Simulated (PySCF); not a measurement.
# C3H11ClSi3: electronic excitations

Wanted: the electronic excitations of C3H11ClSi3 (`C[Si@@H]1[SiH2]C[Si@@H]1CCl`), by calculation.

Programs: PySCF 2.14.0, with density-fitted response routines of our own. Each step states its level of theory. These are calculated values for one molecule in the gas phase, unless marked as measured. Atoms count from 0, in the outputs and in this text.

**1. Starting geometry**

18 atoms, charge 0, multiplicity 1; geometry from: GFN2-xTB.

Bonds of the start (Å): C0–Si1 1.91, Si1–Si2 2.36, Si2–C3 1.93, C3–Si4 1.93, Si4–C5 1.92, C5–Cl6 1.79, Si4–Si1 2.35, C0–H7 1.09, C0–H8 1.09, C0–H9 1.09, Si1–H10 1.48, Si2–H11 1.47, Si2–H12 1.47, C3–H13 1.09, C3–H14 1.09, Si4–H15 1.47, C5–H16 1.09, C5–H17 1.09.

**2. Excited states and response: CAM-B3LYP/def2-SVPD**

What the job is given:

```
{"job": {"kind": "uv", "xc": "CAM-B3LYP", "basis": "def2-SVPD", "nstates": 8, "ntriplets": 3}, "charge": 0, "multiplicity": 1}
C     -1.978802    -1.559120    -0.539829
Si    -1.228396    -0.252933     0.626427
Si    -0.944593     1.939504    -0.186473
C      0.934237     1.762774     0.237539
Si     1.114851    -0.100767     0.714923
C      1.957247    -0.997196    -0.760069
Cl     1.817182    -2.762787    -0.529691
H     -3.054698    -1.439710    -0.633755
H     -1.790811    -2.563313    -0.170937
H     -1.549067    -1.492444    -1.535016
H     -1.926126    -0.410308     1.918093
H     -1.124183     2.199619    -1.622441
H     -1.543467     3.097935     0.488205
H      1.589321     2.078285    -0.572319
H      1.195282     2.395863     1.083830
H      2.025499    -0.333049     1.846838
H      3.019201    -0.783608    -0.852975
H      1.478564    -0.772427    -1.710245
```

With the program's defaults for keys left out, this is: TDDFT CAM-B3LYP/def2-SVPD, vertical, gas phase, core orbitals frozen in the response.

Launch:

```bash
> OMP_NUM_THREADS=1 python probes_run.py task.json out
```

This one command runs all jobs of the session in turn.

Predict these results of the whole session: lowest singlet (CAM-B3LYP/def2-SVPD); brightest single state of those computed; lowest triplet; surface potential, 1st and 99th percentile.

**Answer**, as computed:

| quantity | value |
| --- | --- |
| lowest singlet (CAM-B3LYP/def2-SVPD) | 5.43 eV (228 nm), f = 0.002 |
| brightest single state of those computed | state 3, 6.09 eV, f = 0.113 |
| lowest triplet | 4.85 eV |
| surface potential, 1st and 99th percentile | -0.73 V and 1.29 V |

What this shows: The first singlet state (HOMO→LUMO 0.91) lies at 5.43 eV and is weak; of the 8 states computed, the strongest absorption comes from state 3 at 6.09 eV. The lowest triplet lies 0.57 eV below the lowest singlet (triplets in Tamm-Dancoff, singlets in full TDDFT).
